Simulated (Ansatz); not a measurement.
# AgH12O6F: the cost of one run

All numbers below are computed with Ansatz 0.2.0 (DFT PBE, plane waves, PAW, scalar-relativistic, no spin polarisation).

1 further run of the same task is left out (it didn't finish).

### 1 The starting structure

The cell holds 20 atoms (AgFH12O6): a = 6.073 Å, b = 6.073 Å, c = 6.073 Å, α = 90.00°, β = 90.00°, γ = 90.00°.

Structure file:

```xyz
20
Lattice="6.0732 0.0000 0.0000 0.0000 6.0732 0.0000 0.0000 0.0000 6.0732" Properties=species:S:1:pos:R:3 pbc="T T T"
O     1.6294    3.4307    0.5558
H     1.6728    4.0281   -0.2053
H     1.1494    2.6590    0.2209
O     0.4654    4.9398    4.0636
H     0.3430    5.7307    3.5180
H     0.4891    4.2142    3.4225
O     3.8171    3.5575    2.9849
H     4.3862    4.2197    3.4040
H     3.0230    3.5463    3.5394
O     0.2526    1.8958    3.2745
H    -0.0981    1.9410    2.3728
H     1.1803    2.1571    3.1785
O     4.0649    2.3701    5.6840
H     4.8246    2.5662    5.1161
H     3.4048    2.0071    5.0753
O     1.5884    0.3213    1.8782
H     0.9986    0.1997    1.1196
H     2.0918   -0.5051    1.9185
Ag    3.9572    5.0199    5.6704
F     1.4165    0.8050    5.3300
```

### 2 Relaxing the start

Contents of input.yaml:

```yaml
crystal:
  lattice:
    - [6.073178, 0.0, 0.0]
    - [0.0, 6.073178, 0.0]
    - [0.0, 0.0, 6.073178]
  atoms:
    - { symbol: O, position: [0.2682933, 0.564893, 0.0915206] }
    - { symbol: H, position: [0.2754461, 0.6632635, -0.0338058] }
    - { symbol: H, position: [0.1892609, 0.4378233, 0.036368] }
    - { symbol: O, position: [0.0766332, 0.8133852, 0.6691142] }
    - { symbol: H, position: [0.0564772, 0.9436042, 0.5792734] }
    - { symbol: H, position: [0.0805378, 0.6939056, 0.563549] }
    - { symbol: O, position: [0.6285187, 0.5857672, 0.4914904] }
    - { symbol: H, position: [0.7222303, 0.6948146, 0.5604936] }
    - { symbol: H, position: [0.4977698, 0.5839279, 0.582792] }
    - { symbol: O, position: [0.0415939, 0.312154, 0.5391733] }
    - { symbol: H, position: [-0.0161508, 0.3196078, 0.390699] }
    - { symbol: H, position: [0.194348, 0.3551767, 0.5233665] }
    - { symbol: O, position: [0.6693265, 0.3902572, 0.935922] }
    - { symbol: H, position: [0.7944145, 0.4225405, 0.8424051] }
    - { symbol: H, position: [0.5606275, 0.3304855, 0.8356897] }
    - { symbol: O, position: [0.2615374, 0.052912, 0.309267] }
    - { symbol: H, position: [0.1644251, 0.0328756, 0.1843574] }
    - { symbol: H, position: [0.3444386, -0.0831688, 0.3159037] }
    - { symbol: Ag, position: [0.6515908, 0.8265714, 0.9336731] }
    - { symbol: F, position: [0.2332438, 0.1325482, 0.8776216] }
basis:
  ecutwfc: 420.0
kpoints:
  mp_grid: { grid: [1, 1, 1] }
hamiltonian:
  xc: pbe
scf:
  occupations: { method: fermi_dirac, width: 0.05 }
  lower_state_search: "off"
relax:
  f_tol: 0.3
  max_steps: 15
  adjacent_minimum: "off"
output:
  write_density: true
  write_potential: true
  elf: true
  volumetric_format: npy
```

On the command line:

```sh
$ ansatz run input.yaml --threads 1 --pin off --max-ram 3072MiB --backend cpu --events-out ev --progress --plain --runs-dir out
```

Q: Estimate wall time and peak memory on 1 thread of AMD EPYC 7R13 (Zen 3), shared host.

About 23 s, with a peak of 0.44 GiB.
